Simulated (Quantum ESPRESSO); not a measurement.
# Au in Quantum ESPRESSO: a series of runs, part 2 of 3

Quantum ESPRESSO 7.5. Earlier steps stand in the parts before.

**3. Work function, PBE**

Input file pw.in:

```
&CONTROL
  calculation = 'scf'
  prefix = 'pwscf'
  outdir = './tmp'
  pseudo_dir = './pseudo'
  tprnfor = .true.
  disk_io = 'low'
/
&SYSTEM
  ibrav = 0
  celldm(1) = 8
  nat = 1
  ntyp = 1
  ecutwfc = 76
  nbnd = 16
  occupations = 'smearing'
  smearing = 'fd'
  degauss = 0.00367493
/
&ELECTRONS
  conv_thr = 1d-09
  electron_maxstep = 150
  mixing_beta = 0.3
  mixing_mode = 'local-TF'
/
ATOMIC_SPECIES
Au   196.9666 Au.upf
CELL_PARAMETERS alat
  0.6288701462259   0.0000000000000   0.0000000000000
  0.0000000000000   0.6287355032396   0.0000000000000
  0.0000000000000   0.0000000000000   5.6219352207617
ATOMIC_POSITIONS crystal
Au     0.0000000000    0.5000000000    0.2941200000
K_POINTS automatic
10 10 1 0 0 0
```

Input file pp_density.in:

```
&INPUTPP
  prefix = 'pwscf'
  outdir = './tmp'
  filplot = 'density.dat'
  plot_num = 0
/
&PLOT
  nfile = 1
  filepp(1) = 'density.dat'
  iflag = 3
  output_format = 6
  fileout = 'density.cube'
/
```

Input file pp_potential.in:

```
&INPUTPP
  prefix = 'pwscf'
  outdir = './tmp'
  filplot = 'potential.dat'
  plot_num = 11
/
&PLOT
  nfile = 1
  filepp(1) = 'potential.dat'
  iflag = 3
  output_format = 6
  fileout = 'potential.cube'
/
```

Input file pp_elf.in:

```
&INPUTPP
  prefix = 'pwscf'
  outdir = './tmp'
  filplot = 'elf.dat'
  plot_num = 8
/
&PLOT
  nfile = 1
  filepp(1) = 'elf.dat'
  iflag = 3
  output_format = 6
  fileout = 'elf.cube'
/
```

Potentials or basis: PseudoDojo 0.5 SR PBE standard.

Run with:

```
$ OMP_NUM_THREADS=1 mpirun -n 2 pw.x -nk 2 -in pw.in > pw.out
$ OMP_NUM_THREADS=1 mpirun -n 1 pp.x -in pp_density.in > pp_density.out
$ OMP_NUM_THREADS=1 mpirun -n 1 pp.x -in pp_potential.in > pp_potential.out
$ OMP_NUM_THREADS=1 mpirun -n 1 pp.x -in pp_elf.in > pp_elf.out
```

pw.out:

```text
This program is part of the open-source Quantum ESPRESSO suite
     for quantum simulation of materials; please cite
         "P. Giannozzi et al., J. Phys.:Condens. Matter 21 395502 (2009);
         "P. Giannozzi et al., J. Phys.:Condens. Matter 29 465901 (2017);
         "P. Giannozzi et al., J. Chem. Phys. 152 154105 (2020);
     in publications or presentations arising from this work. More details at

     Message from routine setup:
     using ibrav=0 with symmetry is DISCOURAGED, use correct ibrav instead

     K-points division:     npool     =       2
     Subspace diagonalization in iterative solution of the eigenvalue problem:
     a serial algorithm will be used

     G-vector sticks info
     --------------------
     sticks:   dense  smooth     PW     G-vecs:    dense   smooth      PW
     Sum         609     609    185               101705   101705   17049

     Using Slab Decomposition

     bravais-lattice index     =            0
     lattice parameter (alat)  =       8.0000  a.u.
     unit-cell volume          =    1138.1114 (a.u.)^3
     number of atoms/cell      =            1
     number of atomic types    =            1
     number of electrons       =        19.00
     number of Kohn-Sham states=           16
     kinetic-energy cutoff     =      76.0000  Ry
     charge density cutoff     =     304.0000  Ry
     scf convergence threshold =      1.0E-09
     mixing beta               =       0.3000
     number of iterations used =            8  local-TF  mixing
     Exchange-correlation= PBE
                           (   1   4   3   4   0   0   0)

     celldm(1)=   8.000000  celldm(2)=   0.000000  celldm(3)=   0.000000
     celldm(4)=   0.000000  celldm(5)=   0.000000  celldm(6)=   0.000000

     crystal axes: (cart. coord. in units of alat)
               a(1) = (   0.628870   0.000000   0.000000 )
               a(2) = (   0.000000   0.628736   0.000000 )
               a(3) = (   0.000000   0.000000   5.621935 )

     reciprocal axes: (cart. coord. in units 2 pi/alat)
               b(1) = (  1.590153  0.000000  0.000000 )
               b(2) = (  0.000000  1.590494  0.000000 )
               b(3) = (  0.000000  0.000000  0.177875 )

     PseudoPot. # 1 for Au read from file:
     Au.upf
     Pseudo is Norm-conserving + core correction, Zval = 19.0
     Generated using ONCVPSP code by D. R. Hamann
     Using radial grid of 1356 points,  7 beta functions with:
                l(1) =   0
                l(2) =   0
                l(3) =   1
                l(4) =   1
                l(5) =   2
                l(6) =   2
                l(7) =   3

     atomic species   valence    mass     pseudopotential
     Au               19.00   196.96660     Au( 1.00)

      4 Sym. Ops. (no inversion) found

   Cartesian axes

     site n.     atom                  positions (alat units)
         1        Au     tau(   1) = (   0.0000000   0.3143678   1.6535236  )

     number of k points=    36  Fermi-Dirac smearing, width (Ry)=  0.0037
                       cart. coord. in units 2pi/alat
        k(    1) = (   0.0000000   0.0000000   0.0000000), wk =   0.0200000
        k(    2) = (   0.0000000   0.1590494   0.0000000), wk =   0.0400000
        k(    3) = (   0.0000000   0.3180988   0.0000000), wk =   0.0400000
        k(    4) = (   0.0000000   0.4771482   0.0000000), wk =   0.0400000
        k(    5) = (   0.0000000   0.6361976   0.0000000), wk =   0.0400000
        k(    6) = (   0.0000000  -0.7952470   0.0000000), wk =   0.0200000
[... 28 lines left out ...]
        k(   35) = (  -0.7950767   0.6361976   0.0000000), wk =   0.0400000
        k(   36) = (  -0.7950767  -0.7952470   0.0000000), wk =   0.0200000

     Dense  grid:   101705 G-vectors     FFT dimensions: (  27,  27, 250)

     Initial potential from superposition of free atoms

     starting charge      18.9999, renormalised to      19.0000

     negative rho (up, down):  4.736E-06 0.000E+00
     Starting wfcs are   10 randomized atomic wfcs +    6 random wfcs

     Self-consistent Calculation

     iteration #  1     ecut=    76.00 Ry     beta= 0.30
     Davidson diagonalization with overlap
     ethr =  1.00E-02,  avg # of iterations =  7.8

     Threshold (ethr) on eigenvalues was too large:
     Diagonalizing with lowered threshold

     Davidson diagonalization with overlap
     ethr =  2.91E-04,  avg # of iterations =  3.1

     negative rho (up, down):  4.091E-04 0.000E+00
[... 19 lines left out ...]
     total energy              =    -296.35567312 Ry
     estimated scf accuracy    <       0.00061253 Ry

     iteration #  4     ecut=    76.00 Ry     beta= 0.30
     Davidson diagonalization with overlap
     c_bands:  1 eigenvalues not converged
     c_bands:  1 eigenvalues not converged
     ethr =  3.22E-06,  avg # of iterations =  8.7

     negative rho (up, down):  2.454E-03 0.000E+00

     total energy              =    -296.35565049 Ry
     estimated scf accuracy    <       0.00029217 Ry
[... 91 lines left out ...]
     iteration # 15     ecut=    76.00 Ry     beta= 0.30
     Davidson diagonalization with overlap
     ethr =  5.85E-12,  avg # of iterations =  2.0

     End of self-consistent calculation

          k = 0.0000 0.0000 0.0000 ( 12605 PWs)   bands (ev):

  -107.4727 -58.7980 -58.7979 -58.6198  -9.5877  -8.5850  -5.8020  -4.4742
    -4.4727  -3.8231  -1.3000   2.3125   2.7209   2.7471   3.6488   3.9337
[... 18 lines left out ...]
  -107.4603 -59.0615 -58.7770 -58.5957  -8.2939  -6.8356  -5.3217  -5.1076
    -4.2612  -3.2865   2.7649   2.8961   5.5910   6.1000   6.1124   6.9734

          k = 0.0000-0.7952 0.0000 ( 12738 PWs)   bands (ev):

  -107.4590 -59.0889 -58.7747 -58.5931  -8.2112  -7.0075  -5.4587  -4.9904
    -4.2382  -1.3937   0.7819   3.6399   6.6534   7.2998   7.5906   7.9701

          k = 0.1590 0.0000 0.0000 ( 12626 PWs)   bands (ev):
[... 21 lines left out ...]
  -107.4590 -59.0588 -58.8046 -58.5932  -7.9045  -6.7840  -5.8026  -5.0583
    -4.5349  -2.8812   3.1079   3.1711   5.8002   6.3115   6.3386   7.2077

          k = 0.1590-0.7952 0.0000 ( 12782 PWs)   bands (ev):

  -107.4577 -59.0861 -58.8023 -58.5907  -7.8153  -6.9539  -5.9263  -4.9398
    -4.5067  -0.8173   0.8486   4.0193   6.8209   7.5257   7.7953   8.1840

          k = 0.3180 0.0000 0.0000 ( 12674 PWs)   bands (ev):
[... 21 lines left out ...]
  -107.4556 -59.0516 -58.8764 -58.5867  -6.9575  -6.6463  -6.5073  -5.1623
    -4.9238  -2.1464   3.9102   3.9912   6.4259   6.9453   7.0056   7.8971

          k = 0.3180-0.7952 0.0000 ( 12784 PWs)   bands (ev):

  -107.4543 -59.0788 -58.8740 -58.5842  -6.8299  -6.8103  -6.6958  -5.1265
    -4.7937   0.4185   1.0627   5.0032   7.3093   8.1889   8.4084   8.8242

          k = 0.4770 0.0000 0.0000 ( 12680 PWs)   bands (ev):
[... 21 lines left out ...]
  -107.4514 -59.0428 -58.9645 -58.5788  -7.5118  -6.4715  -5.8159  -5.2574
    -4.6577  -1.2414   4.8522   5.2097   7.4552   7.9980   8.0905   8.9966

          k = 0.4770-0.7952 0.0000 ( 12762 PWs)   bands (ev):

  -107.4501 -59.0699 -58.9619 -58.5763  -7.6580  -6.6257  -5.7779  -5.2168
    -4.4484   1.5003   1.7962   6.3493   8.0660   9.2376   9.4262   9.8825

          k = 0.6361 0.0000 0.0000 ( 12738 PWs)   bands (ev):
[... 21 lines left out ...]
  -107.4480 -59.0361 -59.0348 -58.5723  -8.0271  -6.3607  -6.2430  -4.7528
    -3.6626   0.2669   4.9599   6.6558   8.2175   8.9379   9.4785   9.5416

          k = 0.6361-0.7952 0.0000 ( 12744 PWs)   bands (ev):

  -107.4467 -59.0626 -59.0324 -58.5698  -8.2084  -6.4699  -6.2414  -4.6848
    -3.2035   2.4076   2.9946   7.8648   8.3216   8.9522  10.3274  10.8571

          k =-0.7951 0.0000 0.0000 ( 12746 PWs)   bands (ev):

  -107.4590 -59.0883 -58.7747 -58.5932  -8.2146  -7.0063  -5.4558  -4.9913
    -4.2372  -1.3955   0.7765   3.6372   6.6513   7.2977   7.5883   7.9678

          k =-0.7951 0.1590 0.0000 ( 12778 PWs)   bands (ev):

  -107.4577 -59.0855 -58.8023 -58.5907  -7.8184  -6.9527  -5.9241  -4.9407
    -4.5062  -0.8185   0.8433   4.0169   6.8189   7.5237   7.7930   8.1818

          k =-0.7951 0.3181 0.0000 ( 12784 PWs)   bands (ev):

  -107.4543 -59.0783 -58.8742 -58.5843  -6.8287  -6.8089  -6.6979  -5.1268
    -4.7945   0.4180   1.0577   5.0014   7.3076   8.1871   8.4064   8.8223

          k =-0.7951 0.4771 0.0000 ( 12762 PWs)   bands (ev):

  -107.4501 -59.0693 -58.9623 -58.5763  -7.6574  -6.6240  -5.7791  -5.2172
    -4.4493   1.4959   1.7962   6.3481   8.0647   9.2363   9.4246   9.8811

          k =-0.7951 0.6362 0.0000 ( 12744 PWs)   bands (ev):

  -107.4467 -59.0620 -59.0330 -58.5698  -8.2083  -6.4681  -6.2431  -4.6848
    -3.2037   2.4047   2.9952   7.8643   8.3235   8.9516  10.3271  10.8561

          k =-0.7951-0.7952 0.0000 ( 12788 PWs)   bands (ev):

  -107.4454 -59.0598 -59.0592 -58.5674  -8.3997  -6.4088  -6.4069  -4.6054
    -2.5267   3.5240   3.5249   6.1979   8.8499   9.4799  10.2600  11.7456

     the Fermi energy is    -3.1679 ev

!    total energy              =    -296.35563569 Ry
     estimated scf accuracy    <          4.8E-10 Ry
     smearing contrib. (-TS)   =      -0.00037542 Ry
     internal energy E=F+TS    =    -296.35526027 Ry

     The total energy is F=E-TS. E is the sum of the following terms:
     one-electron contribution =   -1263.40390287 Ry
     hartree contribution      =     627.08163023 Ry
     xc contribution           =     -52.03390189 Ry
     ewald contribution        =     392.00091427 Ry

     convergence has been achieved in  15 iterations

     Forces acting on atoms (cartesian axes, Ry/au):

     atom    1 type  1   force =     0.00000000    0.00000000    0.00000000

     Total force =     0.000000     Total SCF correction =     0.000000

=------------------------------------------------------------------------------=
   JOB DONE.
=------------------------------------------------------------------------------=
```

Run time: 1.7 min. Hardware: 2 MPI ranks of Arm Neoverse V1, shared host; peak memory 0.42 GiB.

Results:

| Quantity | Value |
| --- | --- |
| Free energy | -4032.1238 eV |
| Band gap on the k mesh | none (metal or under the smearing width) |
| Work function of the upper face | 5.74 eV |
| Work function of the lower face | 5.74 eV |

Levels at points of the mesh, in eV from the Fermi level:
```csv
k point,band 5,band 6,band 7,band 8,band 9,band 10,band 11,band 12,band 13,band 14
"(0.00, 0.00, 0.00)",-6.42,-5.42,-2.63,-1.31,-1.30,-0.66,1.87,5.48,5.89,5.92
"(0.00, -0.50, 0.00)",-5.04,-3.84,-2.29,-1.82,-1.07,1.77,3.95,6.81,9.82,10.47
"(-0.50, 0.00, 0.00)",-5.05,-3.84,-2.29,-1.82,-1.07,1.77,3.94,6.81,9.82,10.47
"(-0.50, -0.50, 0.00)",-5.23,-3.24,-3.24,-1.44,0.64,6.69,6.69,9.37,12.02,12.65
```

[end of part 2 of 3]
